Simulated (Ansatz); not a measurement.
# CH7BFGeN: up Jacob's ladder to CCSD(T)

Aim: compute CH7BFGeN with functionals from several rungs and with coupled cluster, and see how far each lands from CCSD(T) at the basis-set limit for the atomisation energy.

Program: Ansatz 0.2.0, Gaussian basis. Level of theory: functionals in def2-TZVPP, the program's frozen cores in correlated methods. These are calculated values, not measurements.

Levels to be run: PBE-D4, r2SCAN-D4, PBE0-D4, B3LYP-D4, ωB97X-V, ωB97M-V, B2PLYP; CCSD(T)/def2-TZVPP; MP2/def2-QZVPP; extrapolation to the limit.

### Step 1. Structure used throughout

An earlier PBE0-D4 in a triple-zeta def2 set relaxation fixed the geometry.

12 atoms, charge 0, spin multiplicity 1.

Atoms are counted from 1 here; the program's logs count them from 0.

Bond lengths: C1–N2 1.452 Å, C1–H6 1.091 Å, C1–H7 1.095 Å, C1–H8 1.095 Å, N2–Ge3 1.862 Å, N2–B4 1.393 Å, Ge3–H9 1.527 Å, Ge3–H10 1.539 Å, Ge3–H11 1.539 Å, B4–F5 1.341 Å, B4–H12 1.199 Å. Angles: N2–C1–H6 110.0°, N2–C1–H7 111.5°, N2–C1–H8 111.5°, H6–C1–H7 108.0°, H6–C1–H8 108.0°, H7–C1–H8 107.8°, C1–N2–Ge3 115.4°, C1–N2–B4 120.9°, Ge3–N2–B4 123.7°, N2–Ge3–H9 109.5°, N2–Ge3–H10 107.2°, N2–Ge3–H11 107.2°, H9–Ge3–H10 111.8°, H9–Ge3–H11 111.8°, H10–Ge3–H11 109.1°, N2–B4–F5 120.3°, N2–B4–H12 121.7°, F5–B4–H12 118.1°.

### Step 2. PBE-D4 (GGA)

Contents of in.yaml:

```yaml
crystal:
  periodic: [false, false, false]
  atoms:
    - {symbol: C, position_ang: [-1.010363, -0.267220, 1.005929]}
    - {symbol: N, position_ang: [-0.209691, 0.103873, -0.147635]}
    - {symbol: Ge, position_ang: [1.605113, -0.292987, -0.021299]}
    - {symbol: B, position_ang: [-0.793331, 0.713721, -1.256186]}
    - {symbol: F, position_ang: [-0.042818, 1.050794, -2.314956]}
    - {symbol: H, position_ang: [-2.054197, 0.004174, 0.838712]}
    - {symbol: H, position_ang: [-0.668862, 0.244213, 1.912259]}
    - {symbol: H, position_ang: [-0.967144, -1.345381, 1.193855]}
    - {symbol: H, position_ang: [2.315873, 0.154552, -1.296175]}
    - {symbol: H, position_ang: [1.725278, -1.811409, 0.196852]}
    - {symbol: H, position_ang: [2.144967, 0.437697, 1.220606]}
    - {symbol: H, position_ang: [-1.967725, 0.952771, -1.297964]}
basis:
  gaussian: {orbitals: def2-TZVPP}
hamiltonian: {xc: pbe, dispersion: d4}
output: {forces: true, orbitals: {seedname: orbitals}}
```

Started as:

```console
$ ansatz run in.yaml --threads 4 --pin off --events-out ev --progress --plain --max-ram 10444MiB
```

The runs that follow: r2SCAN-D4 (meta-GGA); PBE0-D4 (hybrid); B3LYP-D4 (hybrid); ωB97X-V (range-separated); ωB97M-V (range-separated); B2PLYP (double hybrid); CCSD(T) in def2-TZVPP; MP2 in def2-QZVPP.

Before running them: what should the planned runs give, taken together? Wanted: atomisation energy, CCSD(T)/CBS; farthest; mean size of error, hybrid; mean size of error, range-separated; gap, smallest and largest; T1 diagnostic; triples share of the correlation energy.

As calculated:

| quantity | value |
| --- | --- |
| atomisation energy, CCSD(T)/CBS | 4312.9 kJ/mol |
| functionals within 43.1 kJ/mol (1.0 %) | r2SCAN-D4, PBE0-D4, B3LYP-D4, ωB97X-V, ωB97M-V, B2PLYP |
| farthest | PBE-D4 (+56.1 kJ/mol) |
| mean size of error, hybrid | 7.1 kJ/mol |
| mean size of error, range-separated | 12.6 kJ/mol |
| gap, smallest and largest | 6.04 eV (PBE-D4), 12.48 eV (ωB97X-V) |
| T1 diagnostic | 0.0121 |
| triples share of the correlation energy | 3.4 % |

What this shows: PBE-D4 misses by +56.1 kJ/mol. Double hybrids carry the basis error of their MP2 part in triple zeta, and no dispersion term here, so their miss is partly the set-up's. The reference freezes the cores and leaves out relativity and excitations past (T), and its outer-core shells are covered unevenly, so misses under about 43.1 kJ/mol can't be ranked. Hartree-Fock recovers 74 % of the binding; the rest is correlation. The gap grows from 6.0 to 12.5 eV across the functionals, mostly with the share of exact exchange. Correlated methods include outer-core shells of Ge, which these sets cover unevenly.
